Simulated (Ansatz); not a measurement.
# C5H10Br2: a ladder of functionals and wavefunction methods

How much do the methods differ for C5H10Br2? The plan is to run it at one geometry with functionals of several rungs and with coupled cluster, and see how far each lands from CCSD(T) at the basis-set limit for the atomisation energy.

The runs use Ansatz 0.2.0, Gaussian basis; functionals in def2-TZVPP, the program's frozen cores in correlated methods.

Plan: LDA (SPW92), PBE-D4, revPBE-D4, BLYP-D4, r2SCAN-D4, B97M-V, PBE0-D4, B3LYP-D4, r2SCANh-D4, r2SCAN0-D4, HSE06-D4, BHLYP-D4, CAM-B3LYP-D4, LC-ωPBE, ωB97X-V, ωB97M-V, B2PLYP, PBE-QIDH; CCSD(T)/def2-SVP; CCSD(T)/def2-TZVPP; MP2/def2-QZVPP; extrapolation to the limit; RPA on PBE.

## Step 1: The relaxed structure

An earlier PBE0-D4 in a triple-zeta def2 set relaxation fixed the geometry.

SMILES `CC(Br)C(C)(C)Br`, 17 atoms, charge 0, spin multiplicity 1.

Atoms are counted from 1 here; the program's logs count them from 0.

Bond lengths: C1–C2 1.510 Å, C1–H8 1.090 Å, C1–H9 1.090 Å, C1–H10 1.092 Å, C2–Br3 1.979 Å, C2–C4 1.530 Å, C2–H11 1.089 Å, C4–C5 1.515 Å, C4–C6 1.512 Å, C4–Br7 1.999 Å, C5–H12 1.092 Å, C5–H13 1.091 Å, C5–H14 1.090 Å, C6–H15 1.090 Å, C6–H16 1.089 Å, C6–H17 1.094 Å. Angles: C2–C1–H8 110.0°, C2–C1–H9 111.5°, C2–C1–H10 109.9°, H8–C1–H9 108.0°, H8–C1–H10 108.6°, H9–C1–H10 108.9°, C1–C2–Br3 107.3°, C1–C2–C4 116.8°, C1–C2–H11 111.1°, Br3–C2–C4 109.2°, Br3–C2–H11 103.0°, C4–C2–H11 108.5°, C2–C4–C5 112.8°, C2–C4–C6 114.2°, C2–C4–Br7 104.2°, C5–C4–C6 111.9°, C5–C4–Br7 105.6°, C6–C4–Br7 107.4° and more.

## Step 2: LDA

This LDA is Slater exchange with PW92 correlation.

The input, in.yaml:

```yaml
crystal:
  periodic: [false, false, false]
  atoms:
    - {symbol: C, position_ang: [-1.714208, -0.242627, 1.141980]}
    - {symbol: C, position_ang: [-0.210884, -0.267162, 1.004333]}
    - {symbol: Br, position_ang: [0.499514, 1.275700, 2.020598]}
    - {symbol: C, position_ang: [0.352245, -0.235398, -0.417824]}
    - {symbol: C, position_ang: [1.866423, -0.262161, -0.449897]}
    - {symbol: C, position_ang: [-0.210968, 0.870580, -1.282259]}
    - {symbol: Br, position_ang: [-0.232161, -1.972729, -1.215348]}
    - {symbol: H, position_ang: [-1.992769, -0.323489, 2.192316]}
    - {symbol: H, position_ang: [-2.135423, 0.684226, 0.752174]}
    - {symbol: H, position_ang: [-2.150305, -1.084098, 0.600126]}
    - {symbol: H, position_ang: [0.216337, -1.122546, 1.525946]}
    - {symbol: H, position_ang: [2.256364, 0.691275, -0.088097]}
    - {symbol: H, position_ang: [2.263198, -1.059670, 0.180040]}
    - {symbol: H, position_ang: [2.217771, -0.418219, -1.469857]}
    - {symbol: H, position_ang: [0.219530, 0.821677, -2.282500]}
    - {symbol: H, position_ang: [-1.294553, 0.808771, -1.372745]}
    - {symbol: H, position_ang: [0.049867, 1.835868, -0.838986]}
basis:
  gaussian: {orbitals: def2-TZVPP}
hamiltonian: {xc: lda}
output: {orbitals: {seedname: orbitals}}
```

Run with:

```bash
ansatz run in.yaml --threads 4 --pin off --events-out ev --progress --plain --max-ram 63488MiB --backend cuda --devices 0, --max-vram 37GiB
```

Further steps of the session: PBE-D4 (GGA); revPBE-D4 (GGA); BLYP-D4 (GGA); r2SCAN-D4 (meta-GGA); B97M-V (meta-GGA); B3LYP-D4 (hybrid); r2SCANh-D4 (hybrid); r2SCAN0-D4 (hybrid); HSE06-D4 (hybrid); BHLYP-D4 (hybrid); CAM-B3LYP-D4 (range-separated); LC-ωPBE (range-separated); ωB97X-V (range-separated); ωB97M-V (range-separated); B2PLYP (double hybrid); PBE-QIDH (double hybrid); CCSD(T) in def2-SVP; CCSD(T) in def2-TZVPP; MP2 in def2-QZVPP; RPA on PBE orbitals.

**Question.** What will the summary of the whole plan be? Wanted: atomisation energy, CCSD(T)/CBS; farthest beyond LDA; mean size of error, GGA; mean size of error, meta-GGA; mean size of error, hybrid; mean size of error, range-separated; mean size of error, double hybrid; gap, smallest and largest; T1 diagnostic.

The runs gave:

```
                               quantity                                                                                                                                 value
        atomisation energy, CCSD(T)/CBS                                                                                                                         6452.6 kJ/mol
 functionals within 64.5 kJ/mol (1.0 %)  revPBE-D4, r2SCAN-D4, B97M-V, PBE0-D4, B3LYP-D4, r2SCANh-D4, r2SCAN0-D4, HSE06-D4, CAM-B3LYP-D4, LC-ωPBE, ωB97X-V, ωB97M-V, PBE-QIDH
                    farthest beyond LDA                                                                                                              BHLYP-D4 (-183.2 kJ/mol)
                mean size of error, GGA                                                                                                                           68.9 kJ/mol
           mean size of error, meta-GGA                                                                                                                           11.4 kJ/mol
             mean size of error, hybrid                                                                                                                           62.4 kJ/mol
    mean size of error, range-separated                                                                                                                           25.9 kJ/mol
      mean size of error, double hybrid                                                                                                                           53.6 kJ/mol
              gap, smallest and largest                                                                                             4.65 eV (LDA (SPW92)), 12.05 eV (LC-ωPBE)
                          T1 diagnostic                                                                                                                                0.0086
triples share of the correlation energy                                                                                                                                 3.9 %
```

What this shows: The LDA atomisation energy is off by 905.9 kJ/mol (14 %): it overbinds. PBE-D4 is off by +118.6 kJ/mol. Double hybrids carry the basis error of their MP2 part in triple zeta, and no dispersion term here, so their miss is partly the set-up's. The rungs meta-GGA, range-separated, double hybrid, hybrid miss on average by less than the doubt on the reference (64.5 kJ/mol), so they tie. The reference freezes the cores and leaves out relativity and excitations past (T), and its outer-core shells are covered unevenly, so misses under about 64.5 kJ/mol can't be ranked. All levels share the lack of spin-orbit coupling, which lowers the free heavy atoms and so the true binding. Hartree-Fock recovers 74 % of the binding; the rest is correlation. CCSD(T) in def2-SVP is off by -277.6 kJ/mol, which most functionals beat. Orbital gaps span 4.6 to 12.0 eV; exact exchange widens them. Correlated methods include outer-core shells of Br, which these sets cover unevenly.
